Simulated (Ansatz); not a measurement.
# Hf3SnS8: the cost of one run

Method: DFT PBE, scalar-relativistic, plane waves, PAW, in Ansatz 0.2.0.

## 1. The system as given

The structure is trigonal, space group P-3m1 (No. 164). The conventional cell has a = 3.664 Å, b = 3.664 Å, c = 27.472 Å, α = 90.00°, β = 90.00°, γ = 120.00°. Around Hf (site symmetry 3m) lie 6 S at 2.56 Å. Hf (site symmetry -3m) is surrounded by 6 S at 2.56 Å. Sn (site symmetry -3m) is surrounded by 6 S at 2.59 Å. S (site symmetry 3m) has 3 Sn at 2.59 Å in its first shell of neighbours. S (site symmetry 3m) is surrounded by 3 Hf at 2.56 Å.

As a file:

```xyz
12
Lattice="3.6639 0.0000 0.0000 -1.8320 3.1731 0.0000 0.0000 0.0000 27.4723" Properties=species:S:1:pos:R:3 pbc="T T T"
Hf    0.0000    0.0000    6.9146
Hf    0.0000    0.0000   13.7362
Hf    0.0000    0.0000   20.5577
Sn    0.0000    0.0000    0.0000
S     0.0000    2.1154    1.4912
S     0.0000    2.1154    8.3555
S     0.0000    2.1154   15.1770
S     0.0000    2.1154   21.9987
S     1.8320    1.0577    5.4736
S     1.8320    1.0577   12.2953
S     1.8320    1.0577   19.1169
S     1.8320    1.0577   25.9811
```

It is the end of an earlier relaxation with the same method, from a generated guess; it is a trial structure. At a tolerance of 0.02 Å it has space group P-3m1 (No. 164); it has 26.62 Å³/atom, an uncorrected energy of -1.28 eV/atom over the elements and, on its mesh, gap 1.20 eV.

## 2. Seeking the band edges over the whole zone

input.yaml reads:

```yaml
crystal:
  lattice:
    - [3.6639390778, -2.89e-08, 0.0]
    - [-1.8319695139, 3.1730643337, 0.0]
    - [0.0, 0.0, 27.4723053]
  atoms:
    - { symbol: Hf, position: [0.0, 0.0, 0.251692] }
    - { symbol: Hf, position: [0.0, 0.0, 0.5] }
    - { symbol: Hf, position: [0.0, 0.0, 0.748308] }
    - { symbol: Sn, position: [0.0, 0.0, 0.0] }
    - { symbol: S, position: [0.3333333333, 0.6666666667, 0.05428] }
    - { symbol: S, position: [0.3333333333, 0.6666666667, 0.304141] }
    - { symbol: S, position: [0.3333333333, 0.6666666667, 0.552449] }
    - { symbol: S, position: [0.3333333333, 0.6666666667, 0.80076] }
    - { symbol: S, position: [0.6666666667, 0.3333333333, 0.19924] }
    - { symbol: S, position: [0.6666666667, 0.3333333333, 0.447551] }
    - { symbol: S, position: [0.6666666667, 0.3333333333, 0.695859] }
    - { symbol: S, position: [0.6666666667, 0.3333333333, 0.94572] }
basis:
  ecutwfc: 420
kpoints:
  mp_grid: { grid: [12, 12, 1] }
  band_path: { path: [VBM, CBM], npoints: 2 }
hamiltonian:
  xc: pbe
scf:
  occupations: { method: gaussian, width: 0.02 }
output:
  forces: false
  stress: false
  eigenvalues: true
checkpoint:
  read: start.run
  write: ck
  compress: false
  write_wavefunctions: false
  write_every: 100000
```

Launch:

```console
$ ansatz run input.yaml --threads 4 --pin off --max-ram 8192MiB --backend cpu --events-out ev --progress --plain --runs-dir out
```

What time and memory should one allow on 4 threads of AMD EPYC 9R45 (Zen 5), shared host?

About 9.5 s, with a peak of 1.2 GiB.
